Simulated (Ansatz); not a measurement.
# CH₄F₂SSi: small, medium and large basis sets

The task here is to estimate one member of a computed series from the others.

Method: one geometry, several basis sets; program: Ansatz 0.2.0, Gaussian basis.

Levels to be run: PBE0-D4/def2-SVP; ωB97M-V/def2-SVP; PBE0-D4/def2-QZVPP; ωB97M-V/def2-QZVPP; the functionals' def2-TZVPP values are taken from earlier runs.

## Structure used throughout

All runs share one geometry, relaxed beforehand with PBE0-D4 in a triple-zeta def2 set.

SMILES `FC[SiH](F)S`, 9 atoms, charge 0, spin multiplicity 1.

Atoms are counted from 1 here; the program's logs count them from 0.

Bond lengths: F1–C2 1.391 Å, C2–Si3 1.886 Å, C2–H6 1.095 Å, C2–H7 1.095 Å, Si3–F4 1.598 Å, Si3–S5 2.111 Å, Si3–H8 1.480 Å, S5–H9 1.346 Å. Angles: F1–C2–Si3 110.4°, F1–C2–H6 108.1°, F1–C2–H7 108.3°, Si3–C2–H6 111.2°, Si3–C2–H7 110.5°, H6–C2–H7 108.2°, C2–Si3–F4 107.8°, C2–Si3–S5 109.6°, C2–Si3–H8 111.5°, F4–Si3–S5 112.1°, F4–Si3–H8 107.5°, S5–Si3–H8 108.4°, Si3–S5–H9 92.4°.

The first run:

The input, in.yaml:

```yaml
crystal:
  periodic: [false, false, false]
  atoms:
    - {symbol: F, position_ang: [1.218530, -0.961854, 1.005416]}
    - {symbol: C, position_ang: [1.134739, -0.084832, -0.071610]}
    - {symbol: Si, position_ang: [-0.667758, 0.198881, -0.549799]}
    - {symbol: F, position_ang: [-1.165290, -1.083681, -1.362246]}
    - {symbol: S, position_ang: [-1.817987, 0.532325, 1.189180]}
    - {symbol: H, position_ang: [1.703191, -0.512536, -0.904360]}
    - {symbol: H, position_ang: [1.607913, 0.859927, 0.216550]}
    - {symbol: H, position_ang: [-0.814003, 1.373622, -1.437766]}
    - {symbol: H, position_ang: [-1.110933, -0.367954, 1.897534]}
basis:
  gaussian: {orbitals: def2-SVP}
hamiltonian: {xc: pbe0, dispersion: d4}
output: {orbitals: {seedname: orbitals}}
```

Among the steps run: PBE0-D4 in def2-SVP; ωB97M-V in def2-SVP; PBE0-D4 in def2-QZVPP; ωB97M-V in def2-QZVPP.

One table of the session follows, with a row left open; its other results are not shown here.

It belongs to the step «Density functionals: the series». 

| functional | basis | HOMO (eV) | LUMO (eV) |
| --- | --- | --- | --- |
| PBE0-D4 | def2-SVP | -7.88 | 0.60 |
| PBE0-D4 | def2-TZVPP | -8.00 | 0.03 |
| PBE0-D4 | def2-QZVPP | -8.03 | -0.19 |
| ωB97M-V | def2-SVP | -10.06 | 2.61 |
| ωB97M-V | def2-TZVPP | -10.22 | 1.82 |
| ωB97M-V | def2-QZVPP | ? | ? |

Q: Estimate the row for ωB97M-V, def2-QZVPP from the others.

As computed: HOMO (eV): -10.26; LUMO (eV): 1.38. In the column «HOMO (eV)» it is the lowest.
